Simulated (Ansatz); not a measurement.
**CH3AlF2Si: up Jacob's ladder to CCSD(T)**

One table from this session's results is given with a row withheld; the runs are named, their logs left out.

The runs use Ansatz 0.2.0, Gaussian basis; functionals in def2-TZVPP, the program's frozen cores in correlated methods.

The runs, in order: LDA (SPW92), PBE-D4, revPBE-D4, BLYP-D4, r2SCAN-D4, B97M-V, PBE0-D4, B3LYP-D4, r2SCANh-D4, r2SCAN0-D4, HSE06-D4, BHLYP-D4, CAM-B3LYP-D4, LC-ωPBE, ωB97X-V, ωB97M-V, B2PLYP, PBE-QIDH; CCSD(T)/def2-SVP; CCSD(T)/def2-TZVPP; MP2/def2-QZVPP; extrapolation to the limit; RPA on PBE.

## Structure used throughout

An earlier PBE0-D4 in a triple-zeta def2 set relaxation fixed the geometry.

SMILES `F[Si]1(F)[CH2][AlH]1`, 8 atoms, charge 0, spin multiplicity 1.

Atoms are counted from 1 here; the program's logs count them from 0.

Bond lengths: F1–Si2 1.597 Å, Si2–F3 1.594 Å, Si2–C4 1.856 Å, Si2–Al5 2.326 Å, C4–Al5 1.982 Å, C4–H6 1.090 Å, C4–H7 1.110 Å, Al5–H8 1.583 Å. Angles: F1–Si2–F3 105.2°, F1–Si2–C4 113.0°, F1–Si2–Al5 117.6°, F3–Si2–C4 118.1°, F3–Si2–Al5 135.7°, C4–Si2–Al5 55.2°, Si2–C4–Al5 74.5°, Si2–C4–H6 128.6°, Si2–C4–H7 104.0°, Al5–C4–H6 135.5°, Al5–C4–H7 97.9°, H6–C4–H7 109.0°, Si2–Al5–C4 50.3°, Si2–Al5–H8 168.5°, C4–Al5–H8 140.6°.

Geometry (Å):

```xyz
8
CH3AlF2Si
F     0.51247   -1.27979    1.91287
Si    0.62081   -0.87983    0.37025
F     2.07307   -1.35394   -0.08415
C     0.13296    0.88094    0.04177
Al   -1.33026   -0.22271   -0.71306
H     0.19335    1.73897    0.71089
H     0.64549    1.12848   -0.91116
H    -2.75578   -0.06931   -1.38322
```

Set-up of the first run:

File in.yaml:

```yaml
crystal:
  periodic: [false, false, false]
  atoms:
    - {symbol: F, position_ang: [0.512466, -1.279793, 1.912870]}
    - {symbol: Si, position_ang: [0.620811, -0.879828, 0.370246]}
    - {symbol: F, position_ang: [2.073067, -1.353945, -0.084150]}
    - {symbol: C, position_ang: [0.132956, 0.880935, 0.041775]}
    - {symbol: Al, position_ang: [-1.330260, -0.222712, -0.713060]}
    - {symbol: H, position_ang: [0.193347, 1.738971, 0.710892]}
    - {symbol: H, position_ang: [0.645489, 1.128480, -0.911157]}
    - {symbol: H, position_ang: [-2.755776, -0.069307, -1.383216]}
basis:
  gaussian: {orbitals: def2-TZVPP}
hamiltonian: {xc: lda}
output: {orbitals: {seedname: orbitals}}
```

On the command line:

```
$ ansatz run in.yaml --threads 2 --pin off --events-out ev --progress --plain --max-ram 4352MiB
```

Steps of the session up to this table: LDA; PBE-D4 (GGA); revPBE-D4 (GGA); BLYP-D4 (GGA); r2SCAN-D4 (meta-GGA); B97M-V (meta-GGA); B3LYP-D4 (hybrid); r2SCANh-D4 (hybrid); r2SCAN0-D4 (hybrid); HSE06-D4 (hybrid); BHLYP-D4 (hybrid); CAM-B3LYP-D4 (range-separated); LC-ωPBE (range-separated); ωB97X-V (range-separated); ωB97M-V (range-separated); B2PLYP (double hybrid); PBE-QIDH (double hybrid).

One of the session's tables, all rows but one given; the rest of the session is left out.

It belongs to the step «Frontier levels by functional». 

| functional | HOMO (eV) | LUMO (eV) | gap (eV) |
| --- | --- | --- | --- |
| LDA (SPW92) | -5.61 | -3.19 | 2.42 |
| PBE-D4 | -5.50 | -2.95 | 2.54 |
| revPBE-D4 | -5.44 | -2.85 | 2.59 |
| BLYP-D4 | -5.38 | -2.81 | 2.57 |
| r2SCAN-D4 | -5.68 | -2.71 | 2.97 |
| B97M-V | -5.70 | -2.83 | 2.87 |
| PBE0-D4 | -6.53 | -2.19 | 4.34 |
| B3LYP-D4 | -6.37 | -2.37 | 4.00 |
| r2SCANh-D4 | -6.07 | -2.45 | 3.62 |
| r2SCAN0-D4 | -6.65 | -2.06 | 4.59 |
| HSE06-D4 | -6.14 | -2.56 | 3.58 |
| BHLYP-D4 | -7.49 | -1.37 | 6.12 |
| CAM-B3LYP-D4 | ? | ? | ? |
| LC-ωPBE | -8.99 | -0.13 | 8.86 |
| ωB97X-V | -8.71 | -0.23 | 8.48 |
| ωB97M-V | -8.50 | -0.48 | 8.02 |

**Question.** Estimate the row for CAM-B3LYP-D4.

As computed: HOMO (eV): -7.78; LUMO (eV): -1.19; gap (eV): 6.59. In the column «HOMO (eV)» it lies between ωB97M-V (-8.50) and BHLYP-D4 (-7.49).
